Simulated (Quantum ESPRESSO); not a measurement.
HPbNO4:

```
H Pb N O
1.0
     3.85707    0.00178   -0.03658
     0.17353    4.33436   -0.01647
     0.75803    0.83873    5.87662
H Pb N O
1 1 1 4
Direct
  0.61511 0.89559 0.19844
  0.64597 0.44651 0.91685
  0.71474 0.23810 0.50058
  0.16958 0.47007 0.77768
  0.62919 0.97045 0.49845
  0.56424 0.92583 0.03849
  0.78022 0.42250 0.31951
```

The cell was built by a generator and needn't be a form met in nature.

| Property | Result |
| --- | --- |
| Program | Quantum ESPRESSO 7.5 |
| Task | single point |
| Functional | PBE |
| Potentials or basis | SSSP 1.3 efficiency PBE |
| Cutoff | 816 eV |
| Density cutoff | 6531 eV |
| k mesh | 7 × 6 × 5 |
| Occupations | fermi-dirac, width 0.05 eV |
| Spin | no spin polarisation |

On this cell: pressure 0.2 GPa; largest force 0.094 eV/Å; band gap on the k mesh 0.35 eV, indirect (least direct gap 0.58 eV).

The same run follows on a disturbed copy (atoms moved at random, drawn with an rms of 0.05 Å):

```
H Pb N O
1.0
     3.85707    0.00178   -0.03658
     0.17353    4.33436   -0.01647
     0.75803    0.83873    5.87662
H Pb N O
1 1 1 4
Cartesian
  2.6193 4.0108 1.1578
  3.2442 2.6658 5.3790
  3.2245 1.4751 2.9136
  1.3386 2.6590 4.5369
  2.9207 4.5711 2.8879
  2.3798 4.0881 0.1876
  3.2709 2.0840 1.8285
```

Question: What does the disturbed cell give?

Answer: The energy moves by +44.6 meV/atom; pressure -3.0 GPa; largest force 4.229 eV/Å; band gap on the k mesh 0.44 eV, indirect (least direct gap 0.62 eV).

Forces on the atoms (eV/Å):
```
H   -0.010  0.430 -0.258
Pb   0.522  0.529 -0.434
N   -1.816 -3.763 -0.656
O   -0.568  0.074  0.197
O    1.485  3.337  0.320
O    0.003 -0.961  0.472
O    0.383  0.354  0.360
```

Stress tensor (GPa, compression positive):
```
-1.84 -2.19  0.57
-2.19 -6.31 -0.18
 0.57 -0.18 -0.76
```

Caveats: spin-orbit coupling is left out, which as a rule narrows the gap of such compounds by several tenths of an eV; an odd mesh through Γ misses points on the zone boundary, where band edges often lie.
